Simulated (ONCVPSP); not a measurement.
**Ga: generating and testing an ONCV potential**

Task: generate the file, and judge it by its errors in other configurations, its logarithmic derivatives, its ghosts and its cutoff.

Program: ONCVPSP 4.0.1. Reference atom: LDA (Perdew-Wang 92), scalar-relativistic, spherical and spin-unpolarised. All values are calculated.

**1. The design**

The settings as typed:

```
element                 : gallium (Ga, Z = 31)
type                    : optimised norm-conserving Vanderbilt (ONCV)
frozen core             : [Ar]
valence charge          : 13
reference configuration : 3d10 4s1.75 4p1.25
partial waves           : 4s: rc 1.90 bohr, ncon 3, nbas 6, qcut 3.4 1/bohr, 1 projector; 4p: rc 2.45 bohr, ncon 3, nbas 6, qcut 3.4 1/bohr, 1 projector; 3d: rc 0.75 bohr, ncon 4, nbas 9, qcut 21.1 1/bohr, 2 projectors, debl 1.9 Ha
local potential         : polynomial inside 0.65 bohr (lpopt 5, dvloc0 6 Ha)
core correction         : polynomial model core, fcfact 0.75
```

The nodes and maxima of the atom's own shells, from an earlier all-electron run, set the scale for the radii.

All-electron outer shells of the reference configuration (LDA (PZ), scalar-relativistic, ld1.x):

```
shell  level (eV)  outermost node (bohr)  outermost maximum (bohr)
   3s     -147.93                   0.27                      0.56
   3p      -99.16                   0.24                      0.56
   3d      -19.89                      –                      0.53
   4s       -9.47                   0.81                      1.87
   4p       -2.94                   0.87                      2.50
```

**2. Generating the potential**

Ga.dat reads:

```
# ATOM AND REFERENCE CONFIGURATION
# atsym  z   nc   nv     iexc    psfile
  Ga 31.00    5    3  -001012      upf
#
#   n    l    f
    1    0    2.00
    2    0    2.00
    2    1    6.00
    3    0    2.00
    3    1    6.00
    3    2   10.00
    4    0    1.75
    4    1    1.25
#
# PSEUDOPOTENTIAL AND OPTIMIZATION
# lmax
    2
#
#   l,   rc,      ep,       ncon, nbas, qcut
    0    1.90    0.00    3    6    3.40
    1    2.45    0.00    3    6    3.40
    2    0.75    0.00    4    9   21.10
#
# LOCAL POTENTIAL
# lloc, lpopt,  rc(5),   dvloc0
    4    5    0.65    6.00
#
# VANDERBILT-KLEINMAN-BYLANDER PROJECTORs
# l, nproj, debl
    0    1    3.10
    1    1    2.90
    2    2    1.90
#
# MODEL CORE CHARGE
# icmod, fcfact, rcfact
    1    0.75    0.00
#
# LOG DERIVATIVE ANALYSIS
# epsh1, epsh2, depsh
   -2.00    5.00    0.02
#
# OUTPUT GRID
# rlmax, drl
    6.00    0.01
#
# TEST CONFIGURATIONS
# ncnf
    4
# nvcnf
#   n    l    f
    3
    3    2   10.00
    4    0    2.00
    4    1    1.00
#
    3
    3    2   10.00
    4    0    2.00
    4    1    0.00
#
    3
    3    2   10.00
    4    0    1.00
    4    1    0.00
#
    3
    3    2    9.00
    4    0    2.00
    4    1    1.00
#
```

Run with:

```bash
$ oncvpsp.x < Ga.dat > Ga.out
```

The output, Ga.out (without the consistency checks and plot data):

```text
ONCVPSP  (Optimized Norm-Conservinng Vanderbilt PSeudopotential)
scalar-relativistic version 4.0.1

#   n    l    f        energy (Ha)
    1    0    2.00    -3.7525415E+02
    2    0    2.00    -4.6324176E+01
    2    1    6.00    -4.0376263E+01
    3    0    2.00    -5.4366364E+00
    3    1    6.00    -3.6441350E+00
    3    2   10.00    -7.3120836E-01
    4    0    1.75    -3.4787894E-01
    4    1    1.25    -1.0795674E-01

Reference configufation results
  iterations    30
  all-electron total energy (Ha)   -1.94106239D+03

Begin loop to  construct optimized pseudo wave functions
and semi-local pseudopoentials for all angular momenta

Calculating optimized projector #   1

 for l=   0

    Fraction of norm inside rc  0.361486
    Optimizing pswf for qcut=   3.39 a_B^-1,  ecut=   5.76 Ha
    Residual kinetic energy error=  1.83D-03 Ha

    Energy error per electron        Cutoff
         Ha          eV             Ha
         0.01000     0.27211        3.96
         0.00100     0.02721        7.63
         0.00010     0.00272       24.36
         0.00001     0.00027       50.09

Calculating optimized projector #   1

 for l=   1

    Fraction of norm inside rc  0.313995
    Optimizing pswf for qcut=   3.41 a_B^-1,  ecut=   5.81 Ha
    Residual kinetic energy error=  4.54D-05 Ha

    Energy error per electron        Cutoff
         Ha          eV             Ha
         0.01000     0.27211        1.38
         0.00100     0.02721        2.29
         0.00010     0.00272        4.67
         0.00001     0.00027       16.37

   Wellstate for l =  2  n =  4
     eigenvalue =   1.1688
     asymptotic potential =   1.6688
     half-point radius =  2.5007

Calculating optimized projector #   1

 for l=   2

    Fraction of norm inside rc  0.544806
    Optimizing pswf for qcut=  21.11 a_B^-1,  ecut= 222.88 Ha
    Residual kinetic energy error=  1.69D-06 Ha

    Energy error per electron        Cutoff
         Ha          eV             Ha
         0.01000     0.27211      141.60
         0.00100     0.02721      169.69
         0.00010     0.00272      191.59
         0.00001     0.00027      208.59

Calculating optimized projector #   2

 for l=   2

    Fraction of norm inside rc  0.075257
    Optimizing pswf for qcut=  21.11 a_B^-1,  ecut= 222.88 Ha
    Residual kinetic energy error=  5.19D-07 Ha

    Energy error per electron        Cutoff
         Ha          eV             Ha
         0.01000     0.27211      120.84
         0.00100     0.02721      154.61
         0.00010     0.00272      181.23
         0.00001     0.00027      201.61

Construct Vanderbilt / Kleinmman-Bylander projectors

B matrix Hermiticity error, ll=   2
   1   2    3.2081E-04

  Orthonormal projector coefficients -2.7303E+01 -6.7507E+00

Model core correction analysis
  based on d2Exc/dn_idn_j

d2excae - all-electron derivatives

   -2.978080D-02   -6.206938D-03   -2.601602D-03
   -6.206331D-03   -2.073072D-02   -1.116486D-02
   -2.601512D-03   -1.116685D-02   -6.391657D-03

d2excps - pseudofunction derivatives with no core correction

   -5.032858D-02   -7.289638D-03   -2.913242D-03
   -7.289047D-03   -2.141105D-02   -1.142030D-02
   -2.913185D-03   -1.142242D-02   -6.438879D-03

rms 2nd derivative error    6.874636E-03

Polynomial model core charge

d2excps - pseudofunction derivatives with core correction

   -3.288848D-02   -6.097467D-03   -2.511644D-03
   -6.096869D-03   -2.056434D-02   -1.107268D-02
   -2.511559D-03   -1.107467D-02   -6.291852D-03

rms 2nd derivative error    1.040962E-03

Pseudoatom total energy  -78.431970

Diagnostic tests using Vanderbilt-Kleinman-Bylander pseudopotentials
  1 or more projectors used as specified by nproj input data

   l    rcore       rmatch      e in        delta e   norm test  slope test

   0   1.9004948   1.9581979  -0.3478789   0.0000315   1.0000235   1.0010786

   1   2.4579885   2.5326184  -0.1079567   0.0000081   1.0000229   1.0022638

   2   0.7519339   0.7747642  -0.7312084   0.0000016   1.0002068   1.0001916
   2   0.7519339   0.7747642   1.1687916  -0.0000414   1.0004771   1.0004771

 Testing for bound ghosts
   n   l    E NL Schr. Eq   E Basis Diag.   E Cutoff

       0                       -9.736207     20.94  WARNING - GHOST(-)
   1   0       -0.347847       -0.342457     20.94

       1                       -1.387945     16.12  WARNING - GHOST(-)
   2   1       -0.107949       -0.100811     16.12

   3   2       -0.731207       -0.689989    782.90

 Testing for highly-localized positive-energy ghosts
       l    <radius>/rc     E Basis Diag.   E Cutoff

Test configuration 0

   n   l     f        eae           eps        diff
   1   0  2.0000 -375.25414646
   2   0  2.0000  -46.32417570
   2   1  6.0000  -40.37626300
   3   0  2.0000   -5.43663637
   3   1  6.0000   -3.64413504
   3   2 10.0000   -0.73120836   -0.73120677    1.58D-06
   4   0  1.7500   -0.34787894   -0.34784742    3.15D-05
   4   1  1.2500   -0.10795674   -0.10794868    8.06D-06

    Total energies and differences
      AE_ref= -1.94106239D+03  AE_tst= -1.94106239D+03  dif=  0.00D+00
      PS_ref= -7.84319702D+01  PS_tst= -7.84319702D+01  dif= -2.27D-13
      PSP excitation error=  2.27D-13

Test configuration 1

   n   l     f        eae           eps        diff
   1   0  2.0000 -375.23552841
   2   0  2.0000  -46.30634082
   2   1  6.0000  -40.35840439
   3   0  2.0000   -5.41814329
   3   1  6.0000   -3.62566127
   3   2 10.0000   -0.71319787   -0.71334889   -1.51D-04
   4   0  2.0000   -0.33700069   -0.33698143    1.93D-05
   4   1  1.0000   -0.10043957   -0.10043010    9.47D-06

    Total energies and differences
      AE_ref= -1.94106239D+03  AE_tst= -1.94112195D+03  dif= -5.96D-02
      PS_ref= -7.84319702D+01  PS_tst= -7.84915293D+01  dif= -5.96D-02
      PSP excitation error=  1.11D-06

Test configuration 2

   n   l     f        eae           eps        diff
   1   0  2.0000 -375.54539847
   2   0  2.0000  -46.61323029
   2   1  6.0000  -40.66569455
   3   0  2.0000   -5.72570955
   3   1  6.0000   -3.93332765
   3   2 10.0000   -1.02004809   -1.01880011    1.25D-03
   4   0  2.0000   -0.61200832   -0.61216562   -1.57D-04

    Total energies and differences
      AE_ref= -1.94106239D+03  AE_tst= -1.94090577D+03  dif=  1.57D-01
      PS_ref= -7.84319702D+01  PS_tst= -7.82752835D+01  dif=  1.57D-01
      PSP excitation error= -6.41D-05

Test configuration 3

   n   l     f        eae           eps        diff
   1   0  2.0000 -375.99646883
   2   0  2.0000  -47.05440791
   2   1  6.0000  -41.10772807
   3   0  2.0000   -6.17060971
   3   1  6.0000   -4.37812580
   3   2 10.0000   -1.46049178   -1.45694853    3.54D-03
   4   0  1.0000   -0.97284790   -0.97404496   -1.20D-03

    Total energies and differences
      AE_ref= -1.94106239D+03  AE_tst= -1.94011573D+03  dif=  9.47D-01
      PS_ref= -7.84319702D+01  PS_tst= -7.74846143D+01  dif=  9.47D-01
      PSP excitation error= -6.99D-04

Test configuration 4

psatom: WARNING lschvkbb convergence error n,l,iter=   2   1  38
ea(ii),et,emin,emax -3.074461E-01 -3.162436E-01 -3.162436E-01 -3.162436E-01
run_config: WARNING for fully non-local PS atom, stg. 1
 WARNING no output for configuration 5
```

Run time: 2.6 s. Hardware: 1 thread, shared host.

All-electron and pseudo partial waves u(r) = r·R(r), from the program's wave files:

```tsv
r (bohr)	4p AE	4p PS
0.123	0.1270	0.0038
0.245	-0.0167	0.0151
0.368	-0.1679	0.0338
0.490	-0.2156	0.0591
0.613	-0.1813	0.0908
0.735	-0.1036	0.1274
0.858	-0.0085	0.1685
0.980	0.0874	0.2121
1.103	0.1778	0.2575
1.225	0.2579	0.3027
1.348	0.3278	0.3473
1.470	0.3864	0.3896
1.593	0.4353	0.4293
1.715	0.4746	0.4651
1.838	0.5059	0.4967
1.960	0.5297	0.5229
2.083	0.5473	0.5434
2.205	0.5592	0.5577
2.328	0.5664	0.5661
2.450	0.5694	0.5694
2.573	0.5689	0.5689
2.695	0.5655	0.5655
2.818	0.5595	0.5595
2.940	0.5514	0.5514
3.063	0.5416	0.5416
3.185	0.5304	0.5304
```

Densities times 4π (e/bohr³); a dash where the program caps the true core:

```tsv
r (bohr)	pseudo valence	true core	model core
0.123	7.837	–	73.99
0.368	75.31	87.44	62.89
0.613	31.32	36.93	33.65
0.858	11.26	10.04	10.03
1.103	4.317	2.237	2.237
1.348	1.904	0.4761	0.4761
1.593	1.006	0.1012	0.1012
1.838	0.6068	0.02177	0.02177
2.083	0.3919	0.004763	0.004763
2.328	0.263	0.001058	0.001058
2.573	0.1796	0.0002389	0.0002389
2.818	0.1242	5.456e-05	5.456e-05
3.063	0.08663	1.26e-05	1.26e-05
```

**3. Transferability, from the output's test configurations**

1 test gave no usable energy difference (3d9 4s2 4p1).

The tests as a table, with energies relative to 3d10 4s1.75 4p1.25.

```tsv
valence configuration	charge	ΔE all-electron (eV)	error AE − PS (meV)
3d10 4s2 4p1	0	-1.621	0.0
3d10 4s2 4p0	+1	4.262	-1.7
3d10 4s1 4p0	+2	25.760	-19
```

**4. Does it scatter like the atom?**

Taken from the files of the generation run. The phase is arctan(r·R′/R) of the radial function R, unwrapped, with energies in Ha. A pole is an energy at which the radial function vanishes at the test radius. The pseudo phase is shifted by a multiple of π to meet the all-electron one at the reference energy. Levels narrower than the energy grid can be missing from the poles. The last column is the largest difference on the grid between −0.5 and +0.5 Ha.

| channel | radius (bohr) | reference (Ha) | poles AE | poles PS | window around the reference with phases within 0.05 rad (Ha) | largest difference near zero (rad) |
| --- | --- | --- | --- | --- | --- | --- |
| s | 1.92 | -0.35 | 1.59 | 1.29, 4.50 | below 1.4 | 0.009 |
| p | 2.49 | -0.11 | 0.89 | -1.39, 0.88, 4.54 | -1.3 to 1.8 | 0.001 |
| d | 0.76 | -0.73 | 4.12 | 4.12 | the whole range | 0.000 |

Phases (rad) along the scan:

```tsv
E (Ha)	s AE	s PS	p AE	p PS
-1.98	1.072	1.062	1.290	4.428
-1.62	0.938	0.926	1.241	4.375
-1.26	0.688	0.674	1.162	1.176
-0.90	0.185	0.172	1.005	1.009
-0.54	-0.533	-0.535	0.574	0.575
-0.18	-1.009	-1.010	-0.581	-0.581
0.18	-1.247	-1.252	-1.235	-1.235
0.54	-1.379	-1.391	-1.457	-1.458
0.90	-1.464	-1.486	-1.575	-1.578
1.26	-1.525	-1.565	-1.668	-1.677
1.62	-1.575	-1.647	-1.776	-1.801
1.98	-1.620	-1.766	-1.968	-2.066
2.34	-1.663	-2.083	-2.582	-3.151
2.70	-1.711	-3.683	-3.925	-4.219
3.06	-1.769	-4.393	-4.364	-4.471
3.42	-1.848	-4.552	-4.511	-4.573
3.78	-1.974	-4.627	-4.585	-4.632
4.14	-2.218	-4.675	-4.633	-4.674
4.50	-2.785	-4.712	-4.669	-4.708
4.86	-3.654	-4.745	-4.698	-4.741
```

**5. Plane-wave cutoff and ghosts**

Read off the output, the cutoffs (Ha) at which the residual kinetic energy of the hardest occupied pseudo-wave falls to 1 and 0.1 mHa per electron: 170 Ha and 192 Ha.

The program's own ghost test: GHOST(-) flagged for s at -264.9 eV, p at -37.8 eV; no localised positive-energy state flagged.

Cutoff (Ha) at which the first wave of each channel reaches a given error (Ha per electron):

```tsv
error	s	p	d
1.0e-02	4.0	1.4	141.6
3.2e-03	5.2	1.8	156.4
1.0e-03	7.6	2.3	169.7
3.2e-04	19.6	2.8	181.4
1.0e-04	24.4	4.7	191.6
3.2e-05	34.7	7.3	200.6
1.0e-05	50.1	16.4	208.6
```

**6. Summary of results**

| quantity | value |
| --- | --- |
| cutoffs for 1 and 0.1 mHa per electron, occupied waves | 170 Ha and 192 Ha |
| bound ghosts | s at -264.94 eV, p at -37.77 eV |
| GHOST(+) flags | none at low energy |
| largest test error (AE − PS) | -19 meV, for 3d10 4s1 4p0 (1 test unsolved) |
| largest phase difference near zero energy, channels read | 0.009 rad |
| rms error of d²Exc/dn², without and with the model core | 6.87 and 1.04 mHa |

It has a bound ghost (s, p), a state that the atom doesn't have, and that rules the file out. By total energies transferability is good where solved: the largest error is 19 meV on 25.8 eV, for 3d10 4s1 4p0. Atomic tests can pass in spite of a ghost, since they solve only for the levels asked. Of the tests 1 gave no usable energy difference, which is a warning in itself. The potential is very hard: the looser tolerance needs 170 Ha. At the looser tolerance the 3d wave is the slowest; 4s needs 8 Ha. Near zero energy the phases of the channels with partial waves agree within 0.009 rad. The pseudo curves have a pole with no partner nearby in the atom's: p at -1.39 Ha. These are tests on the free atom; a crystal test is still owed.
